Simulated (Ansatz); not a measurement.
**BGeH (singlet): from Hartree-Fock to the top rungs, cc-pVDZ**

How much of the correlation energy of BGeH (singlet) does each wave-function method recover here?

Method: cc-pVDZ, core rule «outside noble gas», up to 15 orbitals frozen; program: Ansatz 0.2.0, Gaussian basis.

Plan: UHF; CCSD(T) on RHF; CCSD(T) on UHF; BCCD(T) on RHF; CISD; CCSDT(Q) on RHF; CCSDT(Q) on UHF; CISDTQ; CCSDTQ on RHF; CCSDTQ on UHF; CASSCF and MRCISD+Q, 8 electrons in 9 orbitals; CASSCF and MRCISD+Q(relaxed), 8 electrons in 9 orbitals; CASSCF and NEVPT2, 8 electrons in 9 orbitals; Full CI.

4 further runs of the same task are left out: 4 set aside as unsound or not needed.

## 1. The geometry

The geometry is a PBE0/def2-TZVP stationary point (not a proven minimum) of the parent state, kept for this charge and spin. No spin-orbit coupling is included. The filled d shell of Ge may be among the frozen orbitals whatever the setting's name suggests; the logs give the count.

3 atoms, charge 0, spin multiplicity 1.

Atoms are counted from 1 here; the program's logs count them from 0.

Bond lengths: Ge1–B2 1.940 Å, B2–H3 1.189 Å. Angles: Ge1–B2–H3 180.0°.

Geometry (Å):

| atom | x (Å) | y (Å) | z (Å) |
| --- | --- | --- | --- |
| Ge1 | 0.0000 | 0.0000 | 1.6897 |
| B2 | 0.0000 | 0.0000 | -0.2506 |
| H3 | 0.0000 | 0.0000 | -1.4391 |

## 2. UHF

in.yaml

```yaml
crystal:
  periodic: [false, false, false]
  atoms:
    - {symbol: Ge, position_ang: [0.000000, 0.000000, 1.689721]}
    - {symbol: B, position_ang: [0.000000, 0.000000, -0.250601]}
    - {symbol: H, position_ang: [0.000000, 0.000000, -1.439120]}
basis:
  gaussian: {orbitals: cc-pVDZ}
magnetization: {spin_polarized: true, initial_magnetization: 0}
hamiltonian: {xc: hf}
output: {orbitals: {seedname: orbitals}}
```

Run with:

```
> ansatz run in.yaml --threads 1 --pin off --events-out ev --progress --plain --max-ram 4160MiB --backend cpu
```

The runs that follow: CCSD(T) on RHF; CCSD(T) on UHF; BCCD(T) on RHF; CISD; CCSDT(Q) on RHF; CCSDT(Q) on UHF; CISDTQ; CCSDTQ on RHF; CCSDTQ on UHF; CASSCF and MRCISD+Q, 8 electrons in 9 orbitals; CASSCF and MRCISD+Q(relaxed), 8 electrons in 9 orbitals; CASSCF and NEVPT2, 8 electrons in 9 orbitals; Full CI.

**Question.** What will the summary of the whole plan be? Wanted: FCI below the RHF energy; RMP2 from FCI; RCCSD from FCI; RCCSD(T) from FCI; RCCSDT(Q) from FCI; T1 diagnostic; effectively unpaired electrons.

As calculated:

| quantity | value |
| --- | --- |
| FCI below the RHF energy | -5.0379 eV |
| RMP2 from FCI | +30.22 kcal/mol |
| RCCSD from FCI | +8.41 kcal/mol |
| RCCSD(T) from FCI | +4.00 kcal/mol |
| RCCSDT(Q) from FCI | +0.19 kcal/mol |
| levels within 1 kcal/mol (43 meV) | RCCSDT(Q), RCCSDTQ |
| T1 diagnostic | 0.017 |
| effectively unpaired electrons | 2.08 |

What this shows: RCCSD(T) misses by +4.00 kcal/mol, 3.4 % of the correlation energy. The occupations show strong static correlation (2.1 unpaired electrons where one determinant has 0). These misses are within one basis, not against nature.
